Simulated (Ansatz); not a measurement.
**BGeCl (singlet): from Hartree-Fock to the top rungs at a displaced geometry (v2), cc-pVDZ**

The task here is to estimate one member of a computed series from the others.

Method: cc-pVDZ, core rule «outside noble gas», up to 20 orbitals frozen; program: Ansatz 0.2.0, Gaussian basis.

The runs, in order: UHF; CCSD(T) on RHF; CCSD(T) on UHF; BCCD(T) on RHF; CISD; CCSDT(Q) on RHF; CCSDT(Q) on UHF.

20 further runs of the same task are left out: 9 that didn't finish, 11 set aside as unsound or not needed. Runs told in other sessions of the task aren't counted.

### What is computed

The geometry is a PBE0/def2-TZVP stationary point (not a proven minimum) with its atoms shifted at random (size 0.100 Å). No spin-orbit coupling is included. The filled d shell of Ge may be among the frozen orbitals whatever the setting's name suggests.

3 atoms, charge 0, spin multiplicity 1.

Atoms are counted from 1 here; the program's logs count them from 0.

Bond lengths: B1–Ge2 2.284 Å, B1–Cl3 2.063 Å, Ge2–Cl3 2.265 Å. Angles: Ge2–B1–Cl3 62.6°, B1–Ge2–Cl3 53.9°, B1–Cl3–Ge2 63.5°.

Set-up of the first run:

The input, in.yaml:

```yaml
crystal:
  periodic: [false, false, false]
  atoms:
    - {symbol: B, position_ang: [0.127038, -1.621538, -0.685572]}
    - {symbol: Ge, position_ang: [-0.037836, 0.097785, 0.808332]}
    - {symbol: Cl, position_ang: [0.038784, 0.294117, -1.447143]}
basis:
  gaussian: {orbitals: cc-pVDZ}
magnetization: {spin_polarized: true, initial_magnetization: 0}
hamiltonian: {xc: hf}
output: {orbitals: {seedname: orbitals}}
```

Command:

```sh
$ ansatz run in.yaml --threads 1 --pin off --events-out ev --progress --plain --max-ram 2393MiB
```

Steps of the session up to this table: UHF; CCSD(T) on RHF; CCSD(T) on UHF; BCCD(T) on RHF; CISD; CCSDT(Q) on RHF; CCSDT(Q) on UHF.

One of the session's tables, all rows but one given; the rest of the session is left out.

It belongs to the step «Misses and costs». 

```
   method  from RCCSDT(Q) (meV)
      RHF               +8935.8
     RMP2               +1516.5
     UMP2               +1554.1
     CISD               +1445.7
    RCCSD                +413.9
    UCCSD                +364.3
 RCCSD(T)                 +70.9
 UCCSD(T)                 +26.5
  BCCD(T)                 +66.8
   RCCSDT                     ?
   UCCSDT                 -72.0
RCCSDT(Q)                     0
UCCSDT(Q)                -129.0
```

Estimate the missing values for RCCSDT.

As computed: from RCCSDT(Q) (meV): +31.5. In the column «from RCCSDT(Q) (meV)» it lies between UCCSD(T) (+26.5) and BCCD(T) (+66.8).

Left out of the table: UHF (another determinant or state than the rows shown).

Caveats from the session: The determinant of HF (⟨S²⟩ 1.07) is far from a pure spin state, so its energy mixes those of several spin states; that is harmless only where they are near-degenerate. The determinant of CCSD(T) (⟨S²⟩ 1.08) is far from a pure spin state, so its energy mixes those of several spin states; high orders of coupled cluster remove much of that, low ones don't. The determinant of CCSDT(Q) (⟨S²⟩ 1.08) is far from a pure spin state, so its energy mixes those of several spin states; high orders of coupled cluster remove much of that, low ones don't. The program flags UCCSDT(Q) as in doubt, so read those rows with care; the flags are large difference. Warnings: restricted reference is unstable; spin contamination; coupled cluster took another determinant than the lowest; large T1 diagnostic. Restricted and unrestricted rows rest on different reference determinants; a gap between their highest levels can come from leftover correlation error, from unlike frozen cores or from another state.
